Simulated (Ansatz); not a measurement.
# IrP (zincblende): other levels of theory at one geometry

The task here is to estimate one member of a computed series from the others.

Program: Ansatz 0.2.0. Level of theory: DFT at several levels, plane waves, PAW. These are calculated values, not measurements.

2 further runs of the same task are left out: 2 that didn't finish. Runs told in other sessions of the task aren't counted.

## The system as given

It takes space group F-43m (No. 216, cubic). Conventional cell: a = 5.252 Å, b = 5.252 Å, c = 5.252 Å, α = 90.00°, β = 90.00°, γ = 90.00°. Ir (site symmetry -43m) is surrounded by 4 P at 2.27 Å. P (site symmetry -43m) is surrounded by 4 Ir at 2.27 Å.

As a file:

```cif
data_structure
_symmetry_space_group_name_H-M 'F-43m'
_symmetry_Int_Tables_number 216
_cell_length_a 5.2517
_cell_length_b 5.2517
_cell_length_c 5.2517
_cell_angle_alpha 90.000
_cell_angle_beta 90.000
_cell_angle_gamma 90.000
_cell_volume 144.84
loop_
_atom_site_label
_atom_site_type_symbol
_atom_site_symmetry_multiplicity
_atom_site_Wyckoff_symbol
_atom_site_fract_x
_atom_site_fract_y
_atom_site_fract_z
_atom_site_occupancy
Ir1 Ir 4 a 0.00000 0.00000 0.00000 1
P1 P 4 d 0.25000 0.25000 0.75000 1
```

This cell comes from an earlier session at PBE: 18.105 Å³/atom at -0.12 GPa, on a 12×12×12 mesh, metallic.

Levels to run: PBE+SOC; r²SCAN; PBEsol; LDA. Hardware: 2 threads of Arm Neoverse V2, shared host.

Set-up of the first run:

The input, input.yaml:

```yaml
crystal:
  lattice:
    - [0.0, 2.625842033, 2.625842033]
    - [2.625842033, 0.0, 2.625842033]
    - [2.625842033, 2.625842033, 0.0]
  atoms:
    - { symbol: Ir, position: [0.0, 0.0, 0.0] }
    - { symbol: P, position: [0.25, 0.25, 0.25] }
basis:
  ecutwfc: 420
  ecutrho_ratio: 4
kpoints:
  mp_grid: { grid: [12, 12, 12] }
hamiltonian:
  xc: pbe
scf:
  occupations: { method: gaussian, width: 0.05 }
output:
  forces: true
  stress: true
  eigenvalues: true
  populations: true
  dos: { projected: true, de: 0.02 }
  write_density: true
  write_potential: true
  elf: true
  volumetric_format: npy
magnetization:
  noncollinear: true
  spin_orbit: true
```

Run with:

```sh
$ ansatz run input.yaml --threads 2 --pin off --max-ram 2662MiB --backend cpu --events-out ev --progress --plain --runs-dir out
```

Steps of the session up to this table: PBE+SOC; r²SCAN; PBEsol; LDA.

One of the session's tables, all rows but one given; the rest of the session is left out.

| level | pressure (GPa) |
| --- | --- |
| PBE | -0.1 |
| LDA | -8.2 |
| PBEsol | -5.3 |
| PBE+SOC | 0.3 |
| r²SCAN | ? |

Estimate the missing values for r²SCAN.

**Answer.** pressure (GPa): -3.6. In the column «pressure (GPa)» it lies between PBEsol (-5.3) and PBE (-0.1).

The pressure runs from -8.2 GPa (LDA) to 0.3 GPa (PBE+SOC); a negative pressure means that level wants a smaller cell, a positive one a larger cell. Total energies of different levels have different zeros and can't be compared.
